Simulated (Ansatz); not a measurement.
Working through a single point in a Gaussian basis of C₂H₅ClSSi, SMILES C[Si]1(Cl)CS1

Program: Ansatz 0.2.0, Python API.

Run as a notebook:

**Cell 1**
```python
from pathlib import Path

import ansatz as az
from ase import Atoms
import numpy as np
```

**Cell 2**
```python
BASIS_SET = "def2-TZVP"
LEVEL = "mp2"

atoms = Atoms(["C", "Si", "Cl", "C", "S", "H", "H", "H", "H", "H"], positions=[
    (0.3064, -1.0736, 1.1703),
    (0.4765, 0.0176, -0.3011),
    (2.3541, 0.5592, -0.7502),
    (-0.7603, 0.8227, -1.2285),
    (-0.6277, 1.872, 0.061),
    (0.8574, -1.9268, 1.0923),
    (0.5804, -0.5187, 2.0865),
    (-0.7451, -1.325, 1.2775),
    (-1.784, 0.3128, -1.2256),
    (-0.5745, 1.2085, -2.1792),
])
c2h5clssi = az.Crystal.molecule_from_ase(atoms)
```

**Cell 3**
```python
calculation = c2h5clssi.calculation()
calculation = calculation.basis(gaussian=BASIS_SET).correlation(LEVEL)
calculation = calculation.forces()
calculation = calculation.orbitals()
print(calculation.to_yaml())
res = calculation.run(runs_dir="c2h5clssi_runs")
rep = res.report

rep["free_energy_ev"]
```
Output:
```text
crystal:
  periodic: [false, false, false]
  atoms:
    - { symbol: C, position_ang: [0.3064, -1.0736, 1.1703] }
    - { symbol: Si, position_ang: [0.4765, 0.0176, -0.3011] }
    - { symbol: Cl, position_ang: [2.3541, 0.5592, -0.7502] }
    - { symbol: C, position_ang: [-0.7603, 0.8227, -1.2285] }
    - { symbol: S, position_ang: [-0.6277, 1.872, 0.061] }
    - { symbol: H, position_ang: [0.8574, -1.9268, 1.0923] }
    - { symbol: H, position_ang: [0.5804, -0.5187, 2.0865] }
    - { symbol: H, position_ang: [-0.7451, -1.325, 1.2775] }
    - { symbol: H, position_ang: [-1.784, 0.3128, -1.2256] }
    - { symbol: H, position_ang: [-0.5745, 1.2085, -2.1792] }
basis:
  gaussian:
    orbitals: def2-TZVP
correlation:
  method: mp2
output:
  orbitals: {}
  forces: true
-33347.506039346874
```

**Cell 4**
```python
type(res).__name__, type(rep).__name__
```
Output:
```text
('RunOutcome', 'dict')
```

**Cell 5**
```python
print(f"E = {rep['free_energy_ev']:.6f} eV = {rep['free_energy_ev'] / 27.211386246:.7f} Ha")
print("converged:", rep["converged"], " doubts:", rep["published_state_doubts"] or "none")

parts = rep["correlation"]
for name in ("random_phase", "coupled_cluster", "perturbative"):
    if name in parts:
        print(f"{name:16s} {parts[name]['energy']['hartree']:12.7f} Ha")
if "second_order" in parts:
    pair = parts["second_order"]
    print(f"MP2 same spin {pair['same_spin']['hartree']:.7f} Ha, opposite spin {pair['opposite_spin']['hartree']:.7f} Ha")

field = rep["mean_field"]
print("<S^2> =", round(abs(field["state"]["spin_squared"]), 4), " all-electron relativity setting:", field["relativity"])
print("passes:", field["passes"])
if "symmetry" in field:
    print("occupied orbitals by irrep:", field["symmetry"]["occupied"])
```
Output:
```text
E = -33347.506039 eV = -1225.4982432 Ha
converged: True  doubts: none
MP2 same spin -0.1971829 Ha, opposite spin -0.6074974 Ha
<S^2> = 0.0  all-electron relativity setting: none
passes: {'evaluations': 13, 'products': 46}
occupied orbitals by irrep: [{'A': 32}, {'A': 32}]
```

**Cell 6**
```python
symbols = [site.symbol for site in c2h5clssi.cartesian_sites]
forces = np.array(rep["forces_ev_ang"])
print("largest force", round(float(np.linalg.norm(forces, axis=1).max()), 4), "eV/A, rms", round(float(np.sqrt((forces ** 2).mean())), 4))
```
Output:
```text
largest force 6.5645 eV/A, rms 1.7743
```

**Cell 7**
```python
charges = rep["charge_distribution"]
print("dipole moment", round(4.803205 * float(np.linalg.norm(charges["dipole_moment_e_ang"])), 3), "D")
print("Mulliken:", [(s, round(q, 3)) for s, q in zip(symbols, charges["mulliken_charges_e"])])
```
Output:
```text
dipole moment 3.218 D
Mulliken: [('C', -0.532), ('Si', 0.535), ('Cl', -0.207), ('C', -0.314), ('S', -0.255), ('H', 0.153), ('H', 0.179), ('H', 0.162), ('H', 0.131), ('H', 0.147)]
```

**Cell 8**
```python
lines = Path(rep["orbitals_path"]).read_text().splitlines()
field_of = lambda key: [line.split("=")[1].strip() for line in lines if line.startswith(key)]
orbitals = [(27.211386 * float(e), s, float(n)) for e, s, n in zip(field_of("Ene="), field_of("Spin="), field_of("Occup="))]
homo = max(e for e, _, n in orbitals if n > 0.5)
lumo = min(e for e, _, n in orbitals if n < 0.5)
print(f"HOMO {homo:.3f} eV, LUMO {lumo:.3f} eV, gap {lumo - homo:.3f} eV")
```
Output:
```text
HOMO -8.843 eV, LUMO 1.978 eV, gap 10.821 eV
```

Total energies depend on the basis set; only differences at equal settings carry meaning. The geometry is a force-field or estimated start, not a minimum of this method, and the basis set is short of its limit. Levels such as HOMO and LUMO are orbital energies: in Hartree-Fock the gap is too wide and the LUMO hangs on the basis. Inner cores stay frozen, so this is valence correlation. S² is that of the Hartree-Fock reference. Finished in 21 s on 1 thread of Arm Neoverse V1 (shared host), peak memory 0.62 GiB.
